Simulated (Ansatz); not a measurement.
**HfO2: a single-point run**

The task is a single-point run on HfO2. The structure is shown as the input types it.

Method: density functional or hybrid calculation with the settings of its input, plane waves (as first typed), in Ansatz 0.2.0.

4 further runs of the same task are left out: 4 that didn't finish.

**1. Starting point**

Symmetry: Fm-3m, No. 225, cubic system. The conventional cell has a = 5.058 Å, b = 5.058 Å, c = 5.058 Å, α = 90.00°, β = 90.00°, γ = 90.00°. Around Hf (site symmetry m-3m) lie 8 O at 2.19 Å. O (site symmetry -43m) is surrounded by 4 Hf at 2.19 Å.

Structure file:

```
CELL_PARAMETERS angstrom
0.00000 2.52918 2.52918
2.52918 0.00000 2.52918
2.52918 2.52918 0.00000
ATOMIC_POSITIONS crystal
Hf 0.00000 0.00000 0.00000
O 0.25000 0.25000 0.25000
O 0.75000 0.75000 0.75000
```

**2. The run**

The input, input.yaml:

```yaml
crystal:
  lattice:
    - [0.0, 2.5291823181, 2.5291823181]
    - [2.5291823181, 0.0, 2.5291823181]
    - [2.5291823181, 2.5291823181, 0.0]
  atoms:
    - { symbol: Hf, position: [0.0, 0.0, 0.0] }
    - { symbol: O, position: [0.25, 0.25, 0.25] }
    - { symbol: O, position: [0.75, 0.75, 0.75] }
kpoints:
  mp_grid: { grid: [6, 6, 6] }
hamiltonian:
  xc: r2scan
scf:
  occupations: { method: fixed }
  n_extra_bands: 4
  max_iter: 91
output:
  forces: true
  stress: true
  eigenvalues: true
basis:
  ecutwfc: 160
```

Started as:

```sh
ansatz run input.yaml --threads 4 --pin off --max-ram 3686MiB --backend cpu --events-out ev --progress --plain --runs-dir out
```

Q: Will this input give a usable result? If not, why, and what should change?

The run converged and reported no error, with warnings (cutoff below recommended). It gives a pressure of -25 GPa, which is large.

In the input, basis.ecutwfc is 160. The cutoff lies far under what these potentials need. The potentials' recommended cutoff is 500 eV.

Run again and compare: delete basis.ecutwfc (the default then holds).
